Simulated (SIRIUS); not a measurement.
The system is HfIn4SiO6.

```
CELL_PARAMETERS angstrom
2.71585 -4.70357 0.00833
2.71585 4.70357 0.00833
-1.87915 0.00000 7.40127
ATOMIC_POSITIONS crystal
Hf 0.78835 0.21165 0.00000
In 0.62175 0.37825 0.50000
In 0.45502 0.54498 0.00000
In 0.28407 0.71593 0.50000
In 0.95814 0.04186 0.50000
Si 0.12168 0.87832 0.00000
O 0.06219 0.11415 0.86666
O 0.88585 0.93781 0.13334
O 0.79490 0.53784 0.86663
O 0.46216 0.20510 0.13337
O 0.15352 0.62879 0.13333
O 0.37121 0.84648 0.86667
```

The cell was built by a generator and needn't be a form met in nature.

* Program: SIRIUS 7.12.0
* Task: single point
* Functional: PBE
* Potentials or basis: PseudoDojo 0.4.1 PBE standard (scalar relativistic)
* Cutoff: 1152 eV
* Density cutoff: 4606 eV
* k mesh: 6 × 6 × 4
* Occupations: fermi-dirac, width 0.05 eV
* Spin: no spin polarisation

On this cell: pressure -0.4 GPa; largest force 0.096 eV/Å; band gap on the k mesh none (metal or under the smearing width).

The same run follows on a disturbed copy (atoms moved at random, drawn with an rms of 0.05 Å):

```xyz
12
Lattice="2.7159 -4.7036 0.0083 2.7159 4.7036 0.0083 -1.8792 0.0000 7.4013" Properties=species:S:1:pos:R:3 pbc="T T T"
Hf    2.7245   -2.7640    0.0666
In    1.7558   -1.0551    3.7035
In    2.7017    0.4292   -0.0220
In    1.7752    2.0391    3.7265
In    1.7534   -4.2984    3.6914
Si    2.6731    3.5645    0.0242
O    -1.1660    0.2569    6.3577
O     4.6850    0.2935    1.0064
O     2.0210   -1.1898    6.3768
O     1.5760   -1.2495    0.9675
O     1.8363    2.2573    1.0401
O     1.6711    2.2483    6.4334
```

**Question.** What changes?

**Answer.** The energy (extrapolated to zero smearing) moves by +14.6 meV/atom; pressure -0.8 GPa; largest force 1.338 eV/Å; band gap on the k mesh none (metal or under the smearing width).

Forces in eV/Å, atoms in the order of the input:
```
Hf  -0.120  1.084 -0.775
In   0.073 -0.258  0.069
In  -0.074 -0.257 -0.417
In  -0.072  0.139  0.139
In   0.011  0.099  0.151
Si   0.618 -0.307 -0.855
O   -0.003  0.048  0.774
O    0.170 -0.851  0.094
O   -0.279 -0.185  0.831
O   -0.389  0.661  0.208
O    0.095  0.125 -0.374
O   -0.030 -0.297  0.155
```

Stress tensor (GPa, compression positive):
```
-0.59  0.43  0.16
 0.43 -0.31  0.41
 0.16  0.41 -1.55
```
